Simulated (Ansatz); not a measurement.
This script makes a dielectric-dependent hybrid calculation of Si, space group Fd-3m with Ansatz 0.2.0, Python API.

The script, `si_ddh.py`:
```python
"""Dielectric-dependent hybrid for Si."""

import ansatz
from ase import Atoms
import numpy as np


def count_gap(report):
    # lowest empty less highest filled band, counting bands; zero where they overlap
    return max(report.get("gap_by_band_count_ev") or 0.0, 0.0)

atoms = Atoms(
    ["Si", "Si"],
    scaled_positions=[
        (0.75, 0.75, 0.75),
        (0.5, 0.5, 0.5),
    ],
    cell=[
        (0.0, 2.71356, 2.71356),
        (2.71356, 0.0, 2.71356),
        (2.71356, 2.71356, 0.0),
    ],
    pbc=True,
)
crystal = ansatz.Crystal.from_ase(atoms)

setup = crystal.calculation()
setup = setup.kpoints(4)
setup = setup.occupations("fixed").band_table()
semilocal = setup.functional("pbe").run(threads=1, backend="cpu").report
hybrid = setup.functional(exchange="pbe", correlation="pbe", exact_fraction="inverse_dielectric").run(threads=1, backend="cpu").report
alpha = hybrid["hybrid"]["exact_exchange_fraction"]
print(f"fraction of exact exchange {alpha:.4f}, so eps_inf = {1 / alpha:.2f}")
print(f"gap by band count: {count_gap(semilocal):.3f} eV semilocal, {count_gap(hybrid):.3f} eV hybrid")
```

What fraction of exact exchange results, and what does it do to the gap?

The fraction is 0.0776, one over a mean dielectric constant (a third of the trace) of 12.89. It opens the gap from 0.687 to 1.084 eV, by 0.40 eV.

The run itself:

`python si_ddh.py` gives:
```text
DeckWarning: basis.ecutwfc = 420 eV, auto-derived from the records' recommended cutoffs: set by Si (normal level)
fraction of exact exchange 0.0776, so eps_inf = 12.89
gap by band count: 0.687 eV semilocal, 1.084 eV hybrid
```
(Warnings from the package without file and line.)

Caveats:
- The k-point mesh is coarse, and energy and stress weren't tested for convergence.
- Of the deposited cell: the entry's cell lengths or inner coordinates differ somewhat from later room-temperature determinations.
- Levels are Kohn-Sham eigenvalues on this mesh.
- The gaps are those of a coarse mesh; the run finds the dielectric constant of the semilocal functional on meshes of its own.
- Wall time of the script: 14 s on 1 thread of Arm Neoverse V2, on a shared host, peak memory 0.56 GiB.
